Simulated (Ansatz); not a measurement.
# SnO2: the cost of one run

All numbers are computed with the Python package of Ansatz 0.2.0. Level of theory: DFT LDA, plane waves, PAW.

### 1 Starting point

Symmetry: Pnnm, No. 58, orthorhombic system. The conventional cell has a = 4.788 Å, b = 4.867 Å, c = 3.241 Å, α = 90.00°, β = 90.00°, γ = 90.00°. Sn (site symmetry 2/m) has 6 O at 2.09 to 2.10 Å as nearest neighbours. O (site symmetry m) is surrounded by 3 Sn at 2.09 to 2.10 Å.

No structure file is read: the coordinates are typed or built in the script.

### 2 Script

File sno2.py:

```python
"""Energy against volume for SnO2, with a fit."""

import ansatz
from ase.eos import EquationOfState
from ase.units import GPa
import numpy as np

vectors0 = np.array([
    [4.788004, 0.0, 0.0],
    [0.0, 4.866582, 0.0],
    [0.0, 0.0, 3.240898],
])
sites = [
    ("Sn", (0.5, 0.5, 0.5)),
    ("Sn", (0.0, 0.0, 0.0)),
    ("O", (0.291855, 0.321042, 0.0)),
    ("O", (0.791855, 0.178958, 0.5)),
    ("O", (0.208145, 0.821042, 0.5)),
    ("O", (0.708145, 0.678958, 0.0)),
]


def build(cell):
    crystal = ansatz.Crystal(lattice=ansatz.Lattice.of(cell))
    for symbol, position in sites:
        crystal = crystal.atom(symbol, position)
    return crystal


def main() -> None:
    # uniform scaling of the cell
    volumes, energies, pressures = [], [], []
    for scale in np.linspace(0.9, 1.1, 9):
        cell = vectors0 * scale ** (1 / 3)
        calc = (
            build(cell).calculation()
            .pseudopotentials("paw")
            .occupations("Fixed")
            .functional(ansatz.Functional.LDA)
            .basis(500)
            .kpoints(4, 4, 6)
            .stress()
        )
        summary = calc.run(threads=1).report
        volumes.append(abs(np.linalg.det(cell)) / len(sites))
        energies.append(summary["free_energy_ev"] / len(sites))
        pressures.append(np.trace(summary["stress_gpa"]) / 3)
        print(f"V = {volumes[-1]:8.4f} A^3/atom  F = {energies[-1]:.5f} eV/atom  P = {pressures[-1]:8.3f} GPa")

    eos = EquationOfState(volumes, energies, eos="sj")
    v0, e0, bulk = eos.fit()
    print(f"V0 = {v0:.4f} A^3/atom, E0 = {e0:.5f} eV/atom, B = {bulk / GPa:.1f} GPa")
    eos.plot("eos.png")


if __name__ == "__main__":
    main()
```

### 3 The calls as engine input

The engine receives this input (first run):

```yaml
crystal:
  lattice:
    - [4.622767035449294, 0.0, 0.0]
    - [0.0, 4.6986332603128345, 0.0]
    - [0.0, 0.0, 3.1290526155896163]
  atoms:
    - { symbol: Sn, position: [0.5, 0.5, 0.5] }
    - { symbol: Sn, position: [0.0, 0.0, 0.0] }
    - { symbol: O, position: [0.291855, 0.321042, 0.0] }
    - { symbol: O, position: [0.791855, 0.178958, 0.5] }
    - { symbol: O, position: [0.208145, 0.821042, 0.5] }
    - { symbol: O, position: [0.708145, 0.678958, 0.0] }
basis:
  ecutwfc: 500.0
kpoints:
  mp_grid:
    grid: [4, 4, 6]
hamiltonian:
  xc: lda
  pseudopotentials:
    kind: paw
scf:
  occupations:
    method: fixed
output:
  stress: true
```

### 4 The run

The run is started by

```bash
$ python sno2.py
```

Q: Estimate wall time and peak memory on 1 thread of Arm Neoverse V2, shared host.

About 50 s, with a peak of 0.46 GiB.
